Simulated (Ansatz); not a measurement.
# H4Ti: the cost of one run

Method: def2-TZVPP, core rule «outside noble gas», up to 9 orbitals frozen; program: Ansatz 0.2.0, Gaussian basis.

Plan: UHF; CCSD(T) on ROHF; CCSD(T) on UHF; CCSDT(Q) on ROHF; CCSDT(Q) on UHF.

11 further runs of the same task are left out: 5 for a known fault of the program, 6 set aside as unsound or not needed.

### Step 1. The system

The geometry is a PBE0/def2-TZVP stationary point (not a proven minimum) of the parent state, kept for this charge and spin.

5 atoms, charge 1, spin multiplicity 4.

Atoms are counted from 1 here; the program's logs count them from 0.

Bond lengths: Ti1–H2 1.976 Å, Ti1–H3 1.976 Å, Ti1–H4 1.976 Å, Ti1–H5 1.976 Å, H2–H4 0.786 Å, H3–H5 0.786 Å. Angles: H2–Ti1–H3 164.8°, H2–Ti1–H4 22.9°, H2–Ti1–H5 162.9°, H3–Ti1–H4 162.9°, H3–Ti1–H5 22.9°, H4–Ti1–H5 164.8°, Ti1–H2–H4 78.5°, Ti1–H3–H5 78.5°, Ti1–H4–H2 78.5°, Ti1–H5–H3 78.5°.

### Step 2. UHF

Contents of in.yaml:

```yaml
crystal:
  periodic: [false, false, false]
  atoms:
    - {symbol: Ti, position_ang: [0.000000, 0.000000, 0.000000]}
    - {symbol: H, position_ang: [0.260951, 0.293926, -1.936328]}
    - {symbol: H, position_ang: [0.260948, -0.293929, 1.936328]}
    - {symbol: H, position_ang: [-0.260951, -0.293926, -1.936328]}
    - {symbol: H, position_ang: [-0.260948, 0.293929, 1.936328]}
basis:
  gaussian: {orbitals: def2-TZVPP}
total_charge: 1
magnetization: {spin_polarized: true, initial_magnetization: 3}
hamiltonian: {xc: hf}
output: {orbitals: {seedname: orbitals}}
```

The run is started by

```sh
ansatz run in.yaml --threads 1 --pin off --events-out ev --progress --plain --max-ram 4096MiB --backend cpu
```

What time and memory should one allow on 1 thread of AMD EPYC 7R13, shared host?

About 32 s, with a peak of 0.28 GiB.
